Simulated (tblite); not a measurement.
# C5H9NOSi: the cost of one run

The runs use tblite 0.8.0 and PySCF 2.14.0, with density-fitted response routines of our own; the level of theory stands in each step. All values are computed, except where a source is named. Atoms are numbered from 0 throughout.

**1. Starting geometry**

17 atoms, charge 0, multiplicity 1; geometry from: force field or distance geometry start.

Bonds of the start (Å): C0–C1 1.58, C1–C2 1.43, C2–N3 1.21, N3–Si4 1.71, C1–C5 1.26, C5–C6 1.43, C6–O7 1.27, C0–H8 1.10, C0–H9 1.10, C0–H10 1.08, C2–H11 1.16, Si4–H12 1.48, Si4–H13 1.48, Si4–H14 1.49, C5–H15 1.11, C6–H16 1.06.

**2. Optimising the geometry with GFN2-xTB**

Job settings and geometry (Å):

```
{"job": {"kind": "relax", "xc": "GFN2-xTB", "basis": "xTB"}, "charge": 0, "multiplicity": 1}
C     -1.232100    -2.118500     0.035900
C     -0.653300    -0.658700     0.172300
C      0.613800    -0.743400     0.829200
N      1.651500    -0.124100     0.890800
Si     2.235800     1.305500     0.166000
C     -1.323700     0.171300    -0.499600
C     -1.050600     1.574900    -0.561000
O     -1.804900     2.229700    -1.342700
H     -0.404700    -2.842400     0.138100
H     -1.905700    -2.230600     0.904100
H     -1.669200    -2.214800    -0.949900
H      0.621600    -1.663900     1.540100
H      1.689600     1.622900    -1.177500
H      2.044300     2.544300     0.950700
H      3.711700     1.156400     0.040600
H     -2.191200    -0.180100    -1.087400
H     -0.339900     2.183500    -0.059500
```

Started as:

```bash
$ OMP_NUM_THREADS=1 python probes_run.py task.json out
```

This one command runs all jobs of the session in turn.

Q: Estimate the wall time and peak memory of this first job on 1 thread of AMD EPYC, shared host.

About 2.4 s, with a peak of 0.18 GiB.
